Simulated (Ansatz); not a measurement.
# C2H6AlN: small, medium and large basis sets

An exercise on one series of results from a longer session: the logs are not shown, and one member is left open.

The runs use Ansatz 0.2.0, Gaussian basis; one geometry, several basis sets.

The runs, in order: PBE0-D4/def2-SVP; ωB97M-V/def2-SVP; PBE0-D4/def2-QZVPP; ωB97M-V/def2-QZVPP; the functionals' def2-TZVPP values are taken from earlier runs.

## The geometry

The geometry comes from an earlier relaxation with PBE0-D4 in a triple-zeta def2 set; it is a stationary point, not always the lowest conformer.

SMILES `C=[CH][AlH][NH2]`, 10 atoms, charge 0, spin multiplicity 1.

Atoms are counted from 1 here; the program's logs count them from 0.

Bond lengths: C1–C2 1.335 Å, C1–H5 1.089 Å, C1–H6 1.088 Å, C2–Al3 1.944 Å, C2–H7 1.091 Å, Al3–N4 1.769 Å, Al3–H8 1.585 Å, N4–H9 1.007 Å, N4–H10 1.007 Å. Angles: C2–C1–H5 122.9°, C2–C1–H6 122.2°, H5–C1–H6 114.9°, C1–C2–Al3 123.1°, C1–C2–H7 116.0°, Al3–C2–H7 120.8°, C2–Al3–N4 119.0°, C2–Al3–H8 123.5°, N4–Al3–H8 117.5°, Al3–N4–H9 123.7°, Al3–N4–H10 126.3°, H9–N4–H10 110.0°.

Set-up of the first run:

in.yaml reads:

```yaml
crystal:
  periodic: [false, false, false]
  atoms:
    - {symbol: C, position_ang: [-0.967263, 0.856776, -1.243631]}
    - {symbol: C, position_ang: [-0.806764, -0.425496, -0.910544]}
    - {symbol: Al, position_ang: [0.352243, -1.010919, 0.536421]}
    - {symbol: N, position_ang: [1.270497, 0.198204, 1.443688]}
    - {symbol: H, position_ang: [-1.618887, 1.179937, -2.053621]}
    - {symbol: H, position_ang: [-0.452663, 1.660385, -0.720452]}
    - {symbol: H, position_ang: [-1.371948, -1.148170, -1.501174]}
    - {symbol: H, position_ang: [0.525644, -2.528647, 0.958525]}
    - {symbol: H, position_ang: [1.887875, -0.025708, 2.207138]}
    - {symbol: H, position_ang: [1.264366, 1.192640, 1.286549]}
basis:
  gaussian: {orbitals: def2-SVP}
hamiltonian: {xc: pbe0, dispersion: d4}
output: {orbitals: {seedname: orbitals}}
```

Launch:

```sh
ansatz run in.yaml --threads 2 --pin off --events-out ev --progress --plain --max-ram 4352MiB
```

Steps of the session up to this table: PBE0-D4 in def2-SVP; ωB97M-V in def2-SVP; PBE0-D4 in def2-QZVPP; ωB97M-V in def2-QZVPP.

One table of the session follows, with a row left open; its other results are not shown here.

| functional | basis | HOMO (eV) |
| --- | --- | --- |
| PBE0-D4 | def2-SVP | -7.17 |
| PBE0-D4 | def2-TZVPP | -7.33 |
| PBE0-D4 | def2-QZVPP | -7.37 |
| ωB97M-V | def2-SVP | -9.51 |
| ωB97M-V | def2-TZVPP | ? |
| ωB97M-V | def2-QZVPP | -9.73 |

Q: Estimate the row for ωB97M-V, def2-TZVPP from the others.

The run gave: HOMO (eV): -9.69. In the column «HOMO (eV)» it lies between ωB97M-V, def2-QZVPP (-9.73) and ωB97M-V, def2-SVP (-9.51).
